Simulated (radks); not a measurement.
**Sc with its nuclear charge varied continuously**

The task here is to estimate one member of a computed series from the others.

The numbers are computed with radks (a radial shooting solver on a logarithmic mesh, Libxc functionals) version 1 (Dirac Kohn-Sham, PBE, spin-unpolarised, spherical densities, finite nucleus; open shells fill j = l - 1/2 first), except any that are marked as measured or tabulated.

## The atom as given

- element: scandium (Z = 21)
- charge: 0
- electrons: 21
- configuration: [Ar] 3d1 4s2
- nuclear rms radius: 3.5459 fm

The first run:

The run's settings:

```text
Z 21
configuration [Ar] 3d1 4s2
relativity Dirac
functional pbe,pbe
spin unpolarised
j_filling energy
nucleus finite rms 3.5459 fm
c 137.035999084
```

Steps of the session up to this table: Z = 21.

One table of the session follows, with a row left open; its other results are not shown here.

It belongs to the step «Z = 21». From the orbitals of this run (lengths in bohr):

```
level     <r>  outermost maximum (interpolated)  90 % within  nodes
2p1/2  0.3059                             0.231        0.504      0
2p3/2  0.3085                             0.233        0.508      0
3s1/2   1.075                             0.927         1.61      2
3p1/2   1.163                             0.964         1.79      1
3p3/2   1.171                             0.971         1.81      1
4s1/2   3.721                              3.12         5.60      3
3d3/2       ?                                 ?            ?      ?
3d5/2   1.873                              1.10         3.40      0
```

Estimate the missing values for 3d3/2.

The run gave: <r>: 1.866; outermost maximum (interpolated): 1.10; 90 % within: 3.39; nodes: 0. In the column «<r>» it lies between 3p3/2 (1.171) and 3d5/2 (1.873).
